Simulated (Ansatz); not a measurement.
# C3H10SeSi: up Jacob's ladder to CCSD(T)

Aim: compute C3H10SeSi with functionals from several rungs and with coupled cluster. The yardstick is the atomisation energy at the CCSD(T) limit.

Computed with Ansatz 0.2.0, Gaussian basis. Level: functionals in def2-TZVPP, the program's frozen cores in correlated methods.

Levels to be run: PBE-D4, r2SCAN-D4, PBE0-D4, B3LYP-D4, ωB97X-V, ωB97M-V, B2PLYP; CCSD(T)/def2-TZVPP; MP2/def2-QZVPP; extrapolation to the limit.

## (1) The relaxed structure

An earlier PBE0-D4 in a triple-zeta def2 set relaxation fixed the geometry.

SMILES `CC[Se][SiH2]C`, 15 atoms, charge 0, spin multiplicity 1.

Atoms are counted from 1 here; the program's logs count them from 0.

Bond lengths: C1–C2 1.512 Å, C1–H6 1.091 Å, C1–H7 1.095 Å, C1–H8 1.092 Å, C2–Se3 1.969 Å, C2–H9 1.091 Å, C2–H10 1.091 Å, Se3–Si4 2.273 Å, Si4–C5 1.866 Å, Si4–H11 1.490 Å, Si4–H12 1.491 Å, C5–H13 1.092 Å, C5–H14 1.093 Å, C5–H15 1.092 Å. Angles: C2–C1–H6 111.1°, C2–C1–H7 110.2°, C2–C1–H8 111.5°, H6–C1–H7 108.2°, H6–C1–H8 107.7°, H7–C1–H8 107.9°, C1–C2–Se3 113.8°, C1–C2–H9 111.5°, C1–C2–H10 112.1°, Se3–C2–H9 103.9°, Se3–C2–H10 107.3°, H9–C2–H10 107.6°, C2–Se3–Si4 97.8°, Se3–Si4–C5 108.0°, Se3–Si4–H11 111.5°, Se3–Si4–H12 108.3°, C5–Si4–H11 110.2°, C5–Si4–H12 111.7° and more.

## (2) PBE-D4 (GGA)

in.yaml

```yaml
crystal:
  periodic: [false, false, false]
  atoms:
    - {symbol: C, position_ang: [-1.119240, 2.147623, -0.589627]}
    - {symbol: C, position_ang: [0.286918, 1.712452, -0.934675]}
    - {symbol: Se, position_ang: [0.442781, -0.200577, -1.375850]}
    - {symbol: Si, position_ang: [0.248858, -1.020327, 0.735736]}
    - {symbol: C, position_ang: [0.658574, -2.840260, 0.686501]}
    - {symbol: H, position_ang: [-1.810553, 1.927425, -1.405039]}
    - {symbol: H, position_ang: [-1.145913, 3.225369, -0.399402]}
    - {symbol: H, position_ang: [-1.487522, 1.640652, 0.304477]}
    - {symbol: H, position_ang: [0.653891, 2.218986, -1.828465]}
    - {symbol: H, position_ang: [0.989744, 1.917991, -0.126316]}
    - {symbol: H, position_ang: [-1.124433, -0.815683, 1.275661]}
    - {symbol: H, position_ang: [1.185095, -0.268199, 1.618635]}
    - {symbol: H, position_ang: [-0.025744, -3.372752, 0.022434]}
    - {symbol: H, position_ang: [0.569386, -3.273730, 1.685674]}
    - {symbol: H, position_ang: [1.678158, -2.998981, 0.330265]}
basis:
  gaussian: {orbitals: def2-TZVPP}
hamiltonian: {xc: pbe, dispersion: d4}
output: {forces: true, orbitals: {seedname: orbitals}}
```

Run with:

```console
ansatz run in.yaml --threads 2 --pin off --events-out ev --progress --plain --max-ram 32768MiB --backend cuda --devices 0, --max-vram 18GiB
```

The runs that follow: r2SCAN-D4 (meta-GGA); PBE0-D4 (hybrid); B3LYP-D4 (hybrid); ωB97X-V (range-separated); ωB97M-V (range-separated); B2PLYP (double hybrid); CCSD(T) in def2-TZVPP; MP2 in def2-QZVPP.

**Question.** What will the summary of the whole plan be? Wanted: atomisation energy, CCSD(T)/CBS; farthest; mean size of error, hybrid; mean size of error, range-separated; gap, smallest and largest; T1 diagnostic; triples share of the correlation energy.

The runs gave:

| quantity | value |
| --- | --- |
| atomisation energy, CCSD(T)/CBS | 1284.6 kcal/mol |
| functionals within 12.8 kcal/mol (1.0 %) | PBE-D4, r2SCAN-D4, PBE0-D4, B3LYP-D4, ωB97X-V, ωB97M-V |
| farthest | B2PLYP (-17.7 kcal/mol) |
| mean size of error, hybrid | 1.4 kcal/mol |
| mean size of error, range-separated | 1.5 kcal/mol |
| gap, smallest and largest | 4.38 eV (PBE-D4), 10.62 eV (ωB97X-V) |
| T1 diagnostic | 0.0093 |
| triples share of the correlation energy | 3.7 % |

**Reading.** PBE-D4 misses by +10.2 kcal/mol. Double hybrids carry the basis error of their MP2 part in triple zeta, and no dispersion term here, so their miss is partly the set-up's. The reference freezes the cores and leaves out relativity and excitations past (T), and its outer-core shells are covered unevenly, so misses under about 12.8 kcal/mol can't be ranked. All levels share the lack of spin-orbit coupling, which lowers the free heavy atoms and so the true binding. Hartree-Fock recovers 75 % of the binding; the rest is correlation. The gap grows from 4.4 to 10.6 eV across the functionals, mostly with the share of exact exchange. Correlated methods include outer-core shells of Se, which these sets cover unevenly.
